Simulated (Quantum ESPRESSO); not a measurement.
# CoSi2 (Fm-3m) in Quantum ESPRESSO: single point with PBEsol

Aim: the single point of CoSi2 with PBEsol.

Everything below comes from runs of Quantum ESPRESSO 7.5. Logs are shortened: lines on timing, memory, paths and dates and some standing lists are left out, and cuts for length are marked.

## (1) The structure

Symmetry: Fm-3m, No. 225, cubic system. Conventional cell: a = 5.301 Å, b = 5.301 Å, c = 5.301 Å, α = 90.00°, β = 90.00°, γ = 90.00°. Around Co (site symmetry m-3m) lie 8 Si at 2.30 Å. Si (site symmetry -43m) is surrounded by 4 Co at 2.30 Å.

The cell was built by a generator and needn't be a form met in nature.

## (2) Single point, PBEsol

File pw.in:

```
&CONTROL
  calculation = 'scf'
  prefix = 'pwscf'
  outdir = './tmp'
  pseudo_dir = './pseudo'
  tprnfor = .true.
  tstress = .true.
  disk_io = 'nowf'
/
&SYSTEM
  ibrav = 0
  nat = 3
  ntyp = 2
  ecutwfc = 56
  ecutrho = 448
  nbnd = 19
  occupations = 'smearing'
  smearing = 'mp'
  degauss = 0.00734986
/
&ELECTRONS
  conv_thr = 6d-10
  electron_maxstep = 120
  mixing_beta = 0.5
/
ATOMIC_SPECIES
Co    58.9332 co_pbesol_v1.2.uspp.F.UPF
Si    28.0850 si_pbesol_v1.uspp.F.UPF
CELL_PARAMETERS angstrom
   0.0000000000    2.6503636500    2.6503636500
   2.6503636500    0.0000000000    2.6503636500
   2.6503636500    2.6503636500    0.0000000000
ATOMIC_POSITIONS crystal
Co     0.0000000000    0.0000000000    0.0000000000
Si     0.2500000000    0.2500000000    0.2500000000
Si     0.7500000000    0.7500000000    0.7500000000
K_POINTS automatic
16 16 16 0 0 0
```

Potentials or basis: GBRV 1.5 PBEsol.

On the command line:

```
$ OMP_NUM_THREADS=1 pw.x -in pw.in > pw.out
```

pw.out:

```text
This program is part of the open-source Quantum ESPRESSO suite
     for quantum simulation of materials; please cite
[... 9 lines left out ...]
     --------------------
     sticks:   dense  smooth     PW     G-vecs:    dense   smooth      PW
     Sum        1531     769    241                39957    14211    2421

     Using Slab Decomposition

     bravais-lattice index     =            0
     lattice parameter (alat)  =       7.0830  a.u.
     unit-cell volume          =     251.2714 (a.u.)^3
     number of atoms/cell      =            3
     number of atomic types    =            2
     number of electrons       =        25.00
     number of Kohn-Sham states=           19
     kinetic-energy cutoff     =      56.0000  Ry
     charge density cutoff     =     448.0000  Ry
     scf convergence threshold =      6.0E-10
     mixing beta               =       0.5000
     number of iterations used =            8  plain     mixing
     Exchange-correlation= SLA  PW   PSX  PSC
                           (   1   4  10   8   0   0   0)

     celldm(1)=   7.083034  celldm(2)=   0.000000  celldm(3)=   0.000000
     celldm(4)=   0.000000  celldm(5)=   0.000000  celldm(6)=   0.000000

     crystal axes: (cart. coord. in units of alat)
               a(1) = (   0.000000   0.707107   0.707107 )
               a(2) = (   0.707107   0.000000   0.707107 )
               a(3) = (   0.707107   0.707107   0.000000 )

     reciprocal axes: (cart. coord. in units 2 pi/alat)
               b(1) = ( -0.707107  0.707107  0.707107 )
               b(2) = (  0.707107 -0.707107  0.707107 )
               b(3) = (  0.707107  0.707107 -0.707107 )

     PseudoPot. # 1 for Co read from file:
     co_pbesol_v1.2.uspp.F.UPF
     Pseudo is Ultrasoft + core correction, Zval = 17.0
     Generated by new atomic code, or converted to UPF format
     Using radial grid of  863 points,  6 beta functions with:
                l(1) =   0
                l(2) =   0
                l(3) =   1
                l(4) =   1
                l(5) =   2
                l(6) =   2
     Q(r) pseudized with  8 coefficients,  rinner =    1.200   1.200   1.200
                                                       1.200   1.200

     PseudoPot. # 2 for Si read from file:
     si_pbesol_v1.uspp.F.UPF
     Pseudo is Ultrasoft + core correction, Zval =  4.0
     Generated by new atomic code, or converted to UPF format
     Using radial grid of  899 points,  6 beta functions with:
                l(1) =   0
                l(2) =   0
                l(3) =   1
                l(4) =   1
                l(5) =   2
                l(6) =   2
     Q(r) pseudized with  8 coefficients,  rinner =    0.900   0.900   0.900
                                                       0.900   0.900

     atomic species   valence    mass     pseudopotential
     Co               17.00    58.93320     Co( 1.00)
     Si                4.00    28.08500     Si( 1.00)

     48 Sym. Ops., with inversion, found

   Cartesian axes

     site n.     atom                  positions (alat units)
         1        Co     tau(   1) = (   0.0000000   0.0000000   0.0000000  )
         2        Si     tau(   2) = (   0.3535534   0.3535534   0.3535534  )
         3        Si     tau(   3) = (   1.0606602   1.0606602   1.0606602  )

     number of k points=   145  Methfessel-Paxton smearing, width (Ry)=  0.0073

     Number of k-points >= 100: set verbosity='high' to print them.

     Dense  grid:    39957 G-vectors     FFT dimensions: (  48,  48,  48)

     Smooth grid:    14211 G-vectors     FFT dimensions: (  36,  36,  36)

     Check: negative core charge=   -0.000010

     Initial potential from superposition of free atoms

     starting charge      23.9987, renormalised to      25.0000
     Starting wfcs are   21 randomized atomic wfcs

     Self-consistent Calculation

     iteration #  1     ecut=    56.00 Ry     beta= 0.50
     Davidson diagonalization with overlap
     ethr =  1.00E-02,  avg # of iterations =  4.2

     total energy              =    -308.20711322 Ry
     estimated scf accuracy    <      15.48798094 Ry

     iteration #  2     ecut=    56.00 Ry     beta= 0.50
     Davidson diagonalization with overlap
     ethr =  1.00E-02,  avg # of iterations =  3.0

     total energy              =    -316.70255737 Ry
     estimated scf accuracy    <      32.36349834 Ry

     iteration #  3     ecut=    56.00 Ry     beta= 0.50
     Davidson diagonalization with overlap
     ethr =  1.00E-02,  avg # of iterations =  2.0

     total energy              =    -317.48067451 Ry
     estimated scf accuracy    <       6.35212589 Ry

     iteration #  4     ecut=    56.00 Ry     beta= 0.50
     Davidson diagonalization with overlap
     ethr =  1.00E-02,  avg # of iterations =  1.2

     total energy              =    -317.69039082 Ry
     estimated scf accuracy    <       1.46777634 Ry

     iteration #  5     ecut=    56.00 Ry     beta= 0.50
     Davidson diagonalization with overlap
     ethr =  5.87E-03,  avg # of iterations =  1.0

     total energy              =    -317.30940187 Ry
     estimated scf accuracy    <       0.99929755 Ry

     iteration #  6     ecut=    56.00 Ry     beta= 0.50
     Davidson diagonalization with overlap
     ethr =  4.00E-03,  avg # of iterations =  1.6

     total energy              =    -317.55662719 Ry
     estimated scf accuracy    <       0.43349461 Ry

     iteration #  7     ecut=    56.00 Ry     beta= 0.50
     Davidson diagonalization with overlap
     ethr =  1.73E-03,  avg # of iterations =  1.1

     total energy              =    -317.51835468 Ry
     estimated scf accuracy    <       0.38858455 Ry

     iteration #  8     ecut=    56.00 Ry     beta= 0.50
     Davidson diagonalization with overlap
     ethr =  1.55E-03,  avg # of iterations =  1.0

     total energy              =    -317.51831511 Ry
     estimated scf accuracy    <       0.09294225 Ry

     iteration #  9     ecut=    56.00 Ry     beta= 0.50
     Davidson diagonalization with overlap
     ethr =  3.72E-04,  avg # of iterations =  1.2

     total energy              =    -317.51560395 Ry
     estimated scf accuracy    <       0.02103869 Ry

     iteration # 10     ecut=    56.00 Ry     beta= 0.50
     Davidson diagonalization with overlap
     ethr =  8.42E-05,  avg # of iterations =  1.6

     total energy              =    -317.51842349 Ry
     estimated scf accuracy    <       0.00204718 Ry

     iteration # 11     ecut=    56.00 Ry     beta= 0.50
     Davidson diagonalization with overlap
     ethr =  8.19E-06,  avg # of iterations =  3.0

     total energy              =    -317.51870817 Ry
     estimated scf accuracy    <       0.00002991 Ry

     iteration # 12     ecut=    56.00 Ry     beta= 0.50
     Davidson diagonalization with overlap
     ethr =  1.20E-07,  avg # of iterations =  3.2

     total energy              =    -317.51871644 Ry
     estimated scf accuracy    <       0.00000180 Ry

     iteration # 13     ecut=    56.00 Ry     beta= 0.50
     Davidson diagonalization with overlap
     ethr =  7.22E-09,  avg # of iterations =  3.7

     total energy              =    -317.51871674 Ry
     estimated scf accuracy    <       0.00000094 Ry

     iteration # 14     ecut=    56.00 Ry     beta= 0.50
     Davidson diagonalization with overlap
     ethr =  3.76E-09,  avg # of iterations =  1.2

     total energy              =    -317.51871687 Ry
     estimated scf accuracy    <       0.00000002 Ry

     iteration # 15     ecut=    56.00 Ry     beta= 0.50
     Davidson diagonalization with overlap
     ethr =  6.09E-11,  avg # of iterations =  3.3

     total energy              =    -317.51871688 Ry
     estimated scf accuracy    <          4.1E-09 Ry

     iteration # 16     ecut=    56.00 Ry     beta= 0.50
     Davidson diagonalization with overlap
     ethr =  1.63E-11,  avg # of iterations =  1.2

     total energy              =    -317.51871688 Ry
     estimated scf accuracy    <          6.8E-10 Ry

     iteration # 17     ecut=    56.00 Ry     beta= 0.50
     Davidson diagonalization with overlap
     ethr =  2.73E-12,  avg # of iterations =  2.0

     End of self-consistent calculation

     Number of k-points >= 100: set verbosity='high' to print the bands.

     the Fermi energy is    13.1715 ev

!    total energy              =    -317.51871688 Ry
     estimated scf accuracy    <          6.0E-11 Ry
     smearing contrib. (-TS)   =      -0.00003280 Ry
     internal energy E=F+TS    =    -317.51868408 Ry

     The total energy is F=E-TS. E is the sum of the following terms:
     one-electron contribution =    -234.97689145 Ry
     hartree contribution      =     130.89664573 Ry
     xc contribution           =     -41.25594416 Ry
     ewald contribution        =    -172.18249420 Ry

     convergence has been achieved in  17 iterations

     Forces acting on atoms (cartesian axes, Ry/au):

     atom    1 type  1   force =     0.00000000    0.00000000   -0.00000000
     atom    2 type  2   force =     0.00000000   -0.00000000   -0.00000000
     atom    3 type  2   force =    -0.00000000    0.00000000    0.00000000

     Total force =     0.000000     Total SCF correction =     0.000000

     Computing stress (Cartesian axis) and pressure

          total   stress  (Ry/bohr**3)                   (kbar)     P=       11.33
   0.00007699  -0.00000000  -0.00000000           11.33       -0.00       -0.00
  -0.00000000   0.00007699  -0.00000000           -0.00       11.33       -0.00
  -0.00000000  -0.00000000   0.00007699           -0.00       -0.00       11.33

=------------------------------------------------------------------------------=
   JOB DONE.
=------------------------------------------------------------------------------=
```

Wall time 2.2 min (1 thread of Arm Neoverse V2, shared host); peak memory 0.24 GiB.

Results:

| Quantity | Value |
| --- | --- |
| Free energy | -4320.0622 eV |
| Pressure | 1.1 GPa |
| Band gap on the k mesh | none (metal or under the smearing width) |
